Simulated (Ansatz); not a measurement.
Crystal: BiS.

```
Bi S
1.0
     4.00294    0.00000    0.00000
     0.00000    4.00294    0.00000
     0.00000    0.00000    4.00294
Bi S
1 1
Direct
  0.50000 0.50000 0.50000
  0.00000 0.00000 0.00000
```

The cell was built by a generator and needn't be a form met in nature.

| Quantity | Value |
| --- | --- |
| Program | Ansatz 0.2.0 |
| Task | relaxation of cell and atoms |
| Functional | RPBE |
| Dispersion | D3(BJ) |
| Potentials or basis | Ansatz PAW |
| Cutoff | 420 eV (not typed: the program's choice for these potentials) |
| k mesh | 7 × 7 × 7 |
| Occupations | fermi-dirac, width 0.05 eV |
| Spin | no spin polarisation |

At the start: volume 32.07 Å³/atom.

Q: Where does the relaxation end?

A: It ends after 8 steps and the volume is 17.83 Å³/atom (-44.4 %); space group Pm-3m (No. 221, to 0.05 Å).

Step by step:
```csv
step,energy change (eV),largest force (eV/Å),volume (Å³)
1,0.0000,0.0000,64.14
2,-1.2055,0.0000,55.21
3,-2.3298,0.0000,47.15
4,-3.1412,0.0000,39.91
5,-3.2631,0.0000,33.46
6,-3.3326,0.0000,35.63
7,-3.3326,0.0000,35.67
8,-3.3301,0.0000,35.67
```

Final structure:
```
Bi S
1.0
     3.29180    0.00000    0.00000
     0.00000    3.29180    0.00000
     0.00000    0.00000    3.29180
Bi S
1 1
Cartesian
  1.6459 1.6459 1.6459
  0.0000 0.0000 0.0000
```

Caveat: the volume moved by over 15 % at a fixed basis, so the end points are rough; the plane-wave basis is chosen anew once the cell has moved, so the energies of steps on either side of that aren't comparable; pairwise dispersion overbinds metals, which lowers pressure and volume; the PAW data sets come from PBE, with cores solved anew for the run's functional, which leaves a small shift of forces and pressure.
